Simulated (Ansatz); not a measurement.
**Molecular dynamics of Na**

Input file:

```yaml
accuracy: low
crystal:
  lattice:
    - [8.598713, 0.0, 0.0]
    - [0.0, 8.598713, 0.0]
    - [0.0, 0.0, 8.598713]
  atoms:
    - { symbol: Na, position: [-0.13714931, 0.09273, -0.05482283] }
    - { symbol: Na, position: [0.48095547, 0.21797677, 0.10614335] }
    - { symbol: Na, position: [0.35703497, 0.61630136, 0.07844326] }
    - { symbol: Na, position: [-0.05751667, 0.032362, 0.59919554] }
    - { symbol: Na, position: [0.28781948, 0.17647387, 0.34616471] }
    - { symbol: Na, position: [0.79541424, 0.46361975, 0.01254622] }
    - { symbol: Na, position: [0.58116513, -0.15293314, 0.81925482] }
    - { symbol: Na, position: [0.71648092, 0.1839853, 0.39700642] }
    - { symbol: Na, position: [0.12065038, 0.42143415, 0.46829646] }
    - { symbol: Na, position: [0.04965713, 0.83855153, 0.31728045] }
    - { symbol: Na, position: [0.29080306, 0.14750268, 0.72915673] }
    - { symbol: Na, position: [0.55755797, 0.53744788, 0.50437479] }
    - { symbol: Na, position: [0.59838124, 0.88435118, 0.23434707] }
    - { symbol: Na, position: [0.79073321, 0.33627052, 0.68615604] }
    - { symbol: Na, position: [0.38885317, 0.90816539, 0.54563785] }
    - { symbol: Na, position: [1.07674935, 0.69355237, 0.77782232] }
basis:
  ecutwfc: 420.0
kpoints:
  mp_grid: { grid: [1, 1, 1] }
hamiltonian:
  xc: lda
scf:
  occupations: { method: fermi_dirac, width: 0.16 }
  lower_state_search: "off"
md:
  timestep: 3.0
  n_steps: 400
  ensemble: nvt_langevin
  temperature: 1440.0
  initial_velocities: maxwell_boltzmann
  seed: 648688
  friction: 0.02
  temperature_schedule:
    - { n_steps: 300, end_temperature: 300.0 }
    - { n_steps: 100, end_temperature: 300.0 }
```

Command:

```bash
$ ansatz run input.yaml --threads 1 --pin off --max-ram 3072MiB --backend cpu --events-out ev --progress --plain --runs-dir out
```

It goes on from the last frame of an earlier run, with new velocities.

Output, in part (step lines):

```
md step     0: t =     0.00 fs  T =  1350.0 K (target 1440.0 K)  F+E_penalty+E_count = -23461.37993807 eV  E_kin = 2.792016 eV  (9 SCF iters)
md step     1: t =     3.00 fs  T =  1324.2 K (target 1438.1 K)  F+E_penalty+E_count = -23461.40792951 eV  E_kin = 2.738720 eV  (7 SCF iters)
md step     2: t =     6.00 fs  T =  1291.3 K (target 1434.3 K)  F+E_penalty+E_count = -23461.43735528 eV  E_kin = 2.670642 eV  (7 SCF iters)
md step     3: t =     9.00 fs  T =  1231.2 K (target 1430.5 K)  F+E_penalty+E_count = -23461.47233534 eV  E_kin = 2.546362 eV  (7 SCF iters)
md step     4: t =    12.00 fs  T =  1164.4 K (target 1426.7 K)  F+E_penalty+E_count = -23461.49595052 eV  E_kin = 2.408255 eV  (7 SCF iters)
md step     5: t =    15.00 fs  T =  1248.4 K (target 1422.9 K)  F+E_penalty+E_count = -23461.50762812 eV  E_kin = 2.581857 eV  (6 SCF iters)
md step     6: t =    18.00 fs  T =  1312.9 K (target 1419.1 K)  F+E_penalty+E_count = -23461.52265797 eV  E_kin = 2.715316 eV  (6 SCF iters)
md step     7: t =    21.00 fs  T =  1166.6 K (target 1415.3 K)  F+E_penalty+E_count = -23461.53783505 eV  E_kin = 2.412710 eV  (6 SCF iters)
[... lines left out ...]
md step   399: t =  1197.00 fs  T =   468.3 K (target 300.0 K)  F+E_penalty+E_count = -23462.43255787 eV  E_kin = 0.968580 eV  (5 SCF iters)
md step   400: t =  1200.00 fs  T =   438.6 K (target 300.0 K)  F+E_penalty+E_count = -23462.43696502 eV  E_kin = 0.907129 eV  (6 SCF iters)
```

The steps, from the saved trajectory:

| time (fs) | T (K) | potential energy less start (eV) |
| --- | --- | --- |
| 0.0 | 1350 | 0.000 |
| 39.0 | 1242 | -0.144 |
| 78.0 | 927 | -0.407 |
| 117.0 | 1425 | -0.453 |
| 156.0 | 1205 | 0.143 |
| 195.0 | 1361 | 0.193 |
| 234.0 | 1157 | 0.781 |
| 273.0 | 1423 | 0.269 |
| 312.0 | 1298 | -0.180 |
| 351.0 | 1067 | -0.054 |
| 390.0 | 970 | -0.369 |
| 429.0 | 1057 | -0.810 |
| 468.0 | 706 | -0.525 |
| 507.0 | 987 | -0.841 |
| 546.0 | 948 | -0.407 |
| 585.0 | 523 | -0.355 |
| 624.0 | 510 | -0.422 |
| 663.0 | 555 | -0.756 |
| 702.0 | 588 | -0.646 |
| 741.0 | 555 | -0.634 |
| 780.0 | 601 | -0.758 |
| 819.0 | 456 | -0.418 |
| 858.0 | 381 | -0.712 |
| 897.0 | 426 | -0.846 |
| 936.0 | 402 | -0.710 |
| 975.0 | 355 | -1.049 |
| 1014.0 | 283 | -1.103 |
| 1053.0 | 300 | -0.995 |
| 1092.0 | 355 | -1.035 |
| 1131.0 | 327 | -1.013 |
| 1170.0 | 364 | -1.030 |

The run went to its last step. The schedule's set-point averaged 395 K over the second half and the system 427 K. A run of 1.2 ps of so small a system gives no equilibrium averages. Limits of this set-up: coarse k mesh, low accuracy level.

Mean squared displacements from the first frame to the last, about the centre of mass: Na 3.85 Å².

Last frame:

```xyz
16
Lattice="8.5987 0.0000 0.0000 0.0000 8.5987 0.0000 0.0000 0.0000 8.5987" Properties=species:S:1:pos:R:3
Na -0.655 2.042 2.217
Na 4.615 2.635 -0.304
Na 2.212 4.604 0.343
Na 0.160 -0.194 4.622
Na 3.289 1.406 2.393
Na 7.368 5.085 1.008
Na 5.417 -0.584 9.488
Na 4.989 4.089 3.497
Na 1.188 5.602 3.108
Na 0.196 8.056 0.630
Na 2.334 3.069 5.580
Na 5.060 5.555 6.844
Na 4.163 7.682 4.197
Na 6.318 1.631 5.991
Na 2.475 8.502 7.621
Na 8.429 5.411 6.329
```

Time of the run: 12 min on 1 CPU thread of a shared host.
